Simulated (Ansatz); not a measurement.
# Triethylaluminium (C₆H₁₅Al): up Jacob's ladder to CCSD(T)

An exercise on one series of results from a longer session: the logs are not shown, and one member is left open.

Computed with Ansatz 0.2.0, Gaussian basis. Level: functionals in def2-TZVPP, the program's frozen cores in correlated methods.

Plan: LDA (SPW92), PBE-D4, revPBE-D4, BLYP-D4, r2SCAN-D4, B97M-V, PBE0-D4, B3LYP-D4, r2SCANh-D4, r2SCAN0-D4, HSE06-D4, BHLYP-D4, CAM-B3LYP-D4, LC-ωPBE, ωB97X-V, ωB97M-V, B2PLYP, PBE-QIDH; CCSD(T)/def2-SVP; CCSD(T)/def2-TZVPP; MP2/def2-QZVPP; extrapolation to the limit; RPA on PBE.

1 further run of the same task is left out (it didn't finish).

**The relaxed structure**

The geometry comes from an earlier relaxation with PBE0-D4 in a triple-zeta def2 set; it is a stationary point, not always the lowest conformer.

SMILES `C[CH2][Al]([CH2]C)[CH2]C`, 22 atoms, charge 0, spin multiplicity 1.

Atoms are counted from 1 here; the program's logs count them from 0.

Bond lengths: C1–C2 1.528 Å, C1–H8 1.095 Å, C1–H9 1.094 Å, C1–H10 1.094 Å, C2–Al3 1.968 Å, C2–H11 1.099 Å, C2–H12 1.099 Å, Al3–C4 1.968 Å, Al3–C6 1.968 Å, C4–C5 1.528 Å, C4–H13 1.099 Å, C4–H14 1.099 Å, C5–H15 1.094 Å, C5–H16 1.095 Å, C5–H17 1.094 Å, C6–C7 1.528 Å, C6–H18 1.099 Å, C6–H19 1.099 Å and more. Angles: C2–C1–H8 112.5°, C2–C1–H9 111.7°, C2–C1–H10 111.7°, H8–C1–H9 107.0°, H8–C1–H10 107.1°, H9–C1–H10 106.5°, C1–C2–Al3 116.7°, C1–C2–H11 110.1°, C1–C2–H12 110.1°, Al3–C2–H11 107.7°, Al3–C2–H12 107.6°, H11–C2–H12 103.8°, C2–Al3–C4 120.0°, C2–Al3–C6 120.0°, C4–Al3–C6 120.0°, Al3–C4–C5 116.7°, Al3–C4–H13 107.7°, Al3–C4–H14 107.6° and more.

The first run:

Contents of in.yaml:

```yaml
crystal:
  periodic: [false, false, false]
  atoms:
    - {symbol: C, position_ang: [1.054540, -2.214220, -1.697824]}
    - {symbol: C, position_ang: [1.404020, -0.868545, -1.063675]}
    - {symbol: Al, position_ang: [-0.005535, -0.000585, 0.000143]}
    - {symbol: C, position_ang: [-1.767923, -0.856503, 0.182689]}
    - {symbol: C, position_ang: [-2.807800, -0.114636, 1.021416]}
    - {symbol: C, position_ang: [0.347213, 1.724011, 0.879610]}
    - {symbol: C, position_ang: [1.740072, 2.321965, 0.685246]}
    - {symbol: H, position_ang: [1.884366, -2.633107, -2.276165]}
    - {symbol: H, position_ang: [0.782123, -2.957720, -0.943284]}
    - {symbol: H, position_ang: [0.200329, -2.131751, -2.375957]}
    - {symbol: H, position_ang: [2.291315, -0.971431, -0.423301]}
    - {symbol: H, position_ang: [1.721111, -0.156756, -1.839099]}
    - {symbol: H, position_ang: [-2.157541, -1.036987, -0.829190]}
    - {symbol: H, position_ang: [-1.607768, -1.866386, 0.586162]}
    - {symbol: H, position_ang: [-3.021481, 0.877960, 0.614563]}
    - {symbol: H, position_ang: [-3.760813, -0.650584, 1.077533]}
    - {symbol: H, position_ang: [-2.464327, 0.037504, 2.048681]}
    - {symbol: H, position_ang: [-0.419730, 2.434603, 0.540308]}
    - {symbol: H, position_ang: [0.135222, 1.600982, 1.951215]}
    - {symbol: H, position_ang: [2.521936, 1.654418, 1.058747]}
    - {symbol: H, position_ang: [1.861175, 3.279286, 1.202489]}
    - {symbol: H, position_ang: [1.960193, 2.498282, -0.371608]}
basis:
  gaussian: {orbitals: def2-TZVPP}
hamiltonian: {xc: lda}
output: {orbitals: {seedname: orbitals}}
```

Run with:

```console
$ ansatz run in.yaml --threads 2 --pin off --events-out ev --progress --plain --max-ram 32768MiB --backend cuda --devices 0, --max-vram 18GiB
```

Among the steps run: LDA; PBE-D4 (GGA); revPBE-D4 (GGA); BLYP-D4 (GGA); r2SCAN-D4 (meta-GGA); B97M-V (meta-GGA); PBE0-D4 (hybrid); B3LYP-D4 (hybrid); r2SCANh-D4 (hybrid); r2SCAN0-D4 (hybrid); HSE06-D4 (hybrid); BHLYP-D4 (hybrid); CAM-B3LYP-D4 (range-separated); LC-ωPBE (range-separated); ωB97X-V (range-separated); ωB97M-V (range-separated); B2PLYP (double hybrid); PBE-QIDH (double hybrid).

One of the session's tables, all rows but one given; the rest of the session is left out.

It belongs to the step «Orbital energies across the functionals». 

| functional | HOMO (eV) | gap (eV) |
| --- | --- | --- |
| LDA (SPW92) | -5.78 | 4.36 |
| PBE-D4 | -5.68 | 4.50 |
| revPBE-D4 | -5.63 | 4.59 |
| BLYP-D4 | -5.57 | 4.50 |
| r2SCAN-D4 | -5.92 | 5.08 |
| B97M-V | -6.01 | 4.99 |
| PBE0-D4 | -6.91 | 6.52 |
| B3LYP-D4 | -6.72 | 6.10 |
| r2SCANh-D4 | -6.38 | 5.80 |
| r2SCAN0-D4 | -7.08 | 6.87 |
| HSE06-D4 | -6.51 | 5.76 |
| BHLYP-D4 | -8.09 | 8.45 |
| CAM-B3LYP-D4 | -8.28 | 8.79 |
| LC-ωPBE | ? | ? |
| ωB97X-V | -9.28 | 10.73 |
| ωB97M-V | -9.14 | 10.24 |

Estimate the missing values for LC-ωPBE.

**Answer.** HOMO (eV): -9.62; gap (eV): 11.27. In the column «HOMO (eV)» it is the lowest.
